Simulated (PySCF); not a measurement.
# C8H17As: the cost of one run

Computed with PySCF 2.14.0 and routines of our own; the level stands in each step. Atoms count from 0.

### Step 1. The starting structure

26 atoms, charge 0, multiplicity 1; geometry from: GFN2-xTB.

### Step 2. Magnetic properties: GIAO PBE/pcSseg-1

The job: settings as JSON, then the geometry in Å.

```
{"job": {"kind": "mag", "xc": "PBE", "basis": "pcSseg-1", "isotopologues": 0}, "charge": 0, "multiplicity": 1}
C      2.627238    -1.472690    -0.260470
C      1.909136    -0.128090    -0.262922
C      2.841352     0.973643     0.227833
As     0.267951    -0.214598     0.891316
C     -0.828367    -1.348424    -0.312457
C     -2.313996    -1.100742    -0.074910
C     -2.740117     0.315034    -0.455662
C     -2.097289     1.388223     0.419584
C     -0.584087     1.456567     0.244546
H      2.928834    -1.734744     0.754424
H      3.520480    -1.438918    -0.885010
H      1.973631    -2.259577    -0.637832
H      1.596050     0.104052    -1.288577
H      3.736578     1.031951    -0.392058
H      3.148600     0.774631     1.255300
H      2.341154     1.942085     0.200939
H     -0.605504    -2.404667    -0.132484
H     -0.577260    -1.128894    -1.354869
H     -2.903699    -1.814046    -0.660389
H     -2.546208    -1.270496     0.982584
H     -3.827054     0.391079    -0.363587
H     -2.482720     0.500619    -1.502220
H     -2.332525     1.179570     1.469455
H     -2.540173     2.357990     0.168868
H     -0.194506     2.312760     0.803933
H     -0.338545     1.610294    -0.810926
```

With the program's defaults for keys left out, this is: GIAO PBE/pcSseg-1 magnetisability, rotational g tensor and spin-rotation constants, non-relativistic, gas phase.

The run is started by

```bash
$ OMP_NUM_THREADS=1 python excited_run.py task.json out
```

This one command runs all jobs of the session in turn.

Q: Estimate the wall time and peak memory of this first job on 1 thread of Arm Neoverse V2, shared host.

About 1.8 min, with a peak of 1.1 GiB.
